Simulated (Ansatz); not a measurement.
Below is the output of a Python script on Ansatz 0.2.0 through its Python package that makes a geometry optimisation of CH2F3Si, SMILES [CH2][Si](F)(F)F. Write a script that gives it. Use: PBE0, cc-pVDZ basis, multiplicity 2.

Input file `ch2f3si.xyz`:
```text
7

C    -0.65360    0.34890    0.75960
Si    0.42860   -0.26460   -0.48020
F    -0.05510    0.24370   -1.94100
F     0.47080   -1.84840   -0.42520
F     1.90940    0.25620   -0.17230
H    -1.72790    0.59350    0.46780
H    -0.31090    0.60270    1.74570
```

`python ch2f3si_opt.py` gives:
```text
step   1  E = -17088.806276 eV  largest force component 2.6405 eV/A
step   2  E = -17088.969317 eV  largest force component 0.8927 eV/A
step   3  E = -17088.987643 eV  largest force component 0.6760 eV/A
step   4  E = -17089.005120 eV  largest force component 0.0235 eV/A
step   5  E = -17089.005202 eV  largest force component 0.0051 eV/A
step   6  E = -17089.005206 eV  largest force component 0.0014 eV/A
reference energy    -17089.005229 eV
total energy        -17089.005229 eV
occupied orbitals outside the frozen core (up, down): [25, 24]  frozen: 0  virtual: [59, 60]
pair        before    after (A)
C0-Si1       1.7563   1.8208
C0-H5        1.1398   1.0935
C0-H6        1.0744   1.0936
Si1-F2       1.6206   1.6238
Si1-F3       1.5853   1.6256
Si1-F4       1.5996   1.6239
dipole (D): -1.739 1.004 1.910, length 2.771
atom  Mulliken   Lowdin
C       -0.262    0.016
Si       0.969   -0.252
F       -0.303    0.064
F       -0.301    0.062
F       -0.303    0.064
H        0.100    0.023
H        0.100    0.023
```

One script that gives this output:

The script, `ch2f3si_opt.py`:
```python
# -*- coding: utf-8 -*-
"""Minimum-energy structure of CH2F3Si."""

import itertools

import ansatz as az
from ase.data import atomic_numbers, covalent_radii
import numpy as np


def main():
    mol = az.Crystal.molecule_from_extxyz("ch2f3si.xyz")

    calculation = (
        mol.calculation()
        .basis(gaussian="cc-pVDZ")
        .functional("PBE0")
        .spin("collinear", total=1)
    )
    symbols = [site.symbol for site in mol.cartesian_sites]
    start = np.array([site.position_ang for site in mol.cartesian_sites], dtype=float)
    def progress(event):
        if event["event"] == "relax_step":
            row = event["data"]
            print(f"step {row['step']:3d}  E = {row['lagrangian_ev']:.6f} eV  largest force component {row['allowed_force_max_ev_ang']:.4f} eV/A")


    rep = calculation.relax(force_tolerance=0.005, max_steps=100).session().plan().execute(on_event=progress).report
    end = np.array(rep["positions_ang"])

    print("reference energy %16.6f eV" % rep["reference_energy_ev"])
    print("total energy     %16.6f eV" % rep["free_energy_ev"])
    print("occupied orbitals outside the frozen core (up, down):", rep["n_occupied"], " frozen:", rep["n_frozen"], " virtual:", rep["n_virtual"])

    # pairs closer than 1.2 times the sum of covalent radii, before or after
    radius = [covalent_radii[atomic_numbers[s]] for s in symbols]
    span = lambda where, i, j: np.linalg.norm(where[i] - where[j])
    bonded = [(i, j) for i, j in itertools.combinations(range(len(symbols)), 2) if min(span(start, i, j), span(end, i, j)) < 1.2 * (radius[i] + radius[j])]
    print("pair        before    after (A)")
    for i, j in bonded:
        print(f"{symbols[i]}{i}-{symbols[j]}{j}".ljust(10), f"{span(start, i, j):8.4f} {span(end, i, j):8.4f}")

    charges = rep["charge_distribution"]
    dipole = np.array(charges["dipole_moment_e_ang"]) * 4.803205
    print("dipole (D): {:.3f} {:.3f} {:.3f}, length {:.3f}".format(*dipole, np.linalg.norm(dipole)))
    print("atom  Mulliken   Lowdin")
    for symbol, m, l in zip(symbols, charges["mulliken_charges_e"], charges["lowdin_charges_e"]):
        print(f"{symbol:4s} {m:9.3f} {l:8.3f}")
    with open("ch2f3si_opt.xyz", "w") as handle:
        handle.write(f"{len(symbols)}\nrelaxed CH2F3Si\n")
        handle.writelines(f"{s:2s} {x:11.6f} {y:11.6f} {z:11.6f}\n" for s, (x, y, z) in zip(symbols, end))


if __name__ == "__main__":
    main()
```

Caveats:
- Total energies depend on the basis set; only differences at equal settings carry meaning.
- The end point is the stationary point reached from this start; no frequency run checks that it is a minimum, and the basis set is modest.
- The species is open-shell (spin multiplicity 2).
- The Löwdin charges here are taken after orthogonalising the functions within each atom; they differ from plain Löwdin charges, and their signs can be unphysical.
- Finished in 29 s on 1 thread of Arm Neoverse V2, with other jobs on the host, peak memory 0.3 GiB.

(A comment or docstring line of the script was reworded after the run, the code is as it ran; lines on the test bed's own set-up are left out of the output.)
